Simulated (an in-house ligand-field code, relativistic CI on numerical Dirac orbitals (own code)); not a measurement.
# d6 to d9 in a ligand field: terms by electron count

Which terms of d6 to d9 lie lowest for given Racah parameters and ligand field?

Method: parametric ligand-field model of a d^n configuration (Racah B and C, spin-orbit zeta, crystal field), exact diagonalisation. Code: an in-house ligand-field code version 1.

## Step 1: Starting point

- shell: d6 to d9
- set 1 (cm⁻¹): d6: B = 660, C = 2580, Oh, 10Dq = 16700
- set 2 (cm⁻¹): d7: B = 660, C = 2580, Oh, 10Dq = 16700
- set 3 (cm⁻¹): d8: B = 660, C = 2580, Oh, 10Dq = 16700
- set 4 (cm⁻¹): d9: B = 660, C = 2580, Oh, 10Dq = 16700

## Step 2: Set 1

Settings of the run:

```ini
n = 6
racah_B = 660  # cm-1
racah_C = 2580  # cm-1
zeta = 0  # cm-1
symmetry = Oh
field = {"10Dq": 16700}  # cm-1
```

Command:

```console
$ python run_levels.py task.json out
```

task.json lists these runs, among others, and the program works through them in turn.

## Step 3: Set 2

Settings: those of step 2 with these lines changed.

```diff
@@ -1,2 +1,2 @@
-n = 6
+n = 7
 racah_B = 660  # cm-1
```

## Step 4: Set 3

Settings: those of step 3 with these lines changed.

```diff
@@ -1,2 +1,2 @@
-n = 7
+n = 8
 racah_B = 660  # cm-1
```

## Step 5: Set 4

Settings: those of step 4 with these lines changed.

```diff
@@ -1,2 +1,2 @@
-n = 8
+n = 9
 racah_B = 660  # cm-1
```

(Steps that only read results are left out.)

Q: Predict the outcome of this session. Wanted: lowest terms; sets at their largest spin, of those that allow S over 1.

As calculated:

| set | 10Dq/B (size) | lowest | S | electrons in z² and x²-y² | first level of the same spin (cm⁻¹) |
| --- | --- | --- | --- | --- | --- |
| 1: Oh, d6 | 25.3 | 1A1 | 0.00 | 0.05 | 1T1 15130 |
| 2: Oh, d7 | 25.3 | 2E | 0.50 | 1.04 | 2T1 14981 |
| 3: Oh, d8 | 25.3 | 3A2 | 1.00 | 2.00 | 3T2 16700 |
| 4: Oh, d9 | 25.3 | 2E | 0.50 | 3.00 | 2T2 16700 |

| quantity | value |
| --- | --- |
| lowest terms | 1: 1A1, 2: 2E, 3: 3A2, 4: 2E |
| sets at their largest spin, of those that allow S over 1 | none |

2 of 4 sets have the highest spin that their shell allows. B, C and the field are free parameters here, not those of a compound.
